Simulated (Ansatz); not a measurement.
# ClFH3NOSi: a ladder of functionals and wavefunction methods

An exercise on one series of results from a longer session: the logs are not shown, and one member is left open.

Computed with Ansatz 0.2.0, Gaussian basis. Level: functionals in def2-TZVPP, the program's frozen cores in correlated methods.

The runs, in order: PBE-D4, r2SCAN-D4, PBE0-D4, B3LYP-D4, ωB97X-V, ωB97M-V, B2PLYP; CCSD(T)/def2-TZVPP; CCSD(T)/def2-QZVPP; extrapolation to the limit.

### The geometry

All runs share one geometry, relaxed beforehand with PBE0-D4 in a triple-zeta def2 set.

SMILES `N[Si](O)(F)Cl`, 8 atoms, charge 0, spin multiplicity 1.

Atoms are counted from 1 here; the program's logs count them from 0.

Bond lengths: N1–Si2 1.690 Å, N1–H6 1.007 Å, N1–H7 1.008 Å, Si2–O3 1.621 Å, Si2–F4 1.586 Å, Si2–Cl5 2.035 Å, O3–H8 0.959 Å. Angles: Si2–N1–H6 120.2°, Si2–N1–H7 119.5°, H6–N1–H7 111.4°, N1–Si2–O3 111.6°, N1–Si2–F4 105.4°, N1–Si2–Cl5 116.3°, O3–Si2–F4 112.4°, O3–Si2–Cl5 104.7°, F4–Si2–Cl5 106.5°, Si2–O3–H8 116.3°.

The first run:

The input, in.yaml:

```yaml
crystal:
  periodic: [false, false, false]
  atoms:
    - {symbol: N, position_ang: [-0.122247, -0.794138, -0.908836]}
    - {symbol: Si, position_ang: [-0.197541, 0.400416, 0.284901]}
    - {symbol: O, position_ang: [1.116644, 0.378585, 1.233748]}
    - {symbol: F, position_ang: [-1.531320, 0.107439, 1.091920]}
    - {symbol: Cl, position_ang: [-0.329125, 2.322279, -0.371226]}
    - {symbol: H, position_ang: [0.648927, -0.815306, -1.556348]}
    - {symbol: H, position_ang: [-0.973248, -1.119218, -1.339185]}
    - {symbol: H, position_ang: [1.387921, -0.480068, 1.565036]}
basis:
  gaussian: {orbitals: def2-TZVPP}
hamiltonian: {xc: pbe, dispersion: d4}
output: {forces: true, orbitals: {seedname: orbitals}}
```

Launch:

```bash
$ ansatz run in.yaml --threads 2 --pin off --events-out ev --progress --plain --max-ram 22528MiB --backend cpu
```

Steps of the session up to this table: PBE-D4 (GGA); r2SCAN-D4 (meta-GGA); PBE0-D4 (hybrid); B3LYP-D4 (hybrid); ωB97X-V (range-separated); ωB97M-V (range-separated); B2PLYP (double hybrid); CCSD(T) in def2-TZVPP; CCSD(T) in def2-QZVPP.

One of the session's tables, all rows but one given; the rest of the session is left out.

It belongs to the step «Atomisation energies». 

| method | atomisation energy (eV) |
| --- | --- |
| PBE-D4 | ? |
| r2SCAN-D4 | 32.285 |
| PBE0-D4 | 31.973 |
| B3LYP-D4 | 32.078 |
| ωB97X-V | 32.403 |
| ωB97M-V | 32.479 |
| B2PLYP | 31.883 |
| HF/def2-TZVPP | 22.734 |
| MP2/def2-TZVPP | 32.385 |
| CCSD/def2-TZVPP | 30.770 |
| CCSD(T)/def2-TZVPP | 31.309 |
| MP2/CBS | 33.562 |
| CCSD(T)/CBS | 32.529 |

**Question.** Estimate the row for PBE-D4.

As computed: atomisation energy (eV): 32.744. In the column «atomisation energy (eV)» it lies between CCSD(T)/CBS (32.529) and MP2/CBS (33.562).

To keep in mind: Free atoms (1 N, 1 Si, 1 O, 1 F, 1 Cl, 3 H) were run apart at each level; the atomisation energy is their sum less the molecule, without zero-point or spin-orbit terms.
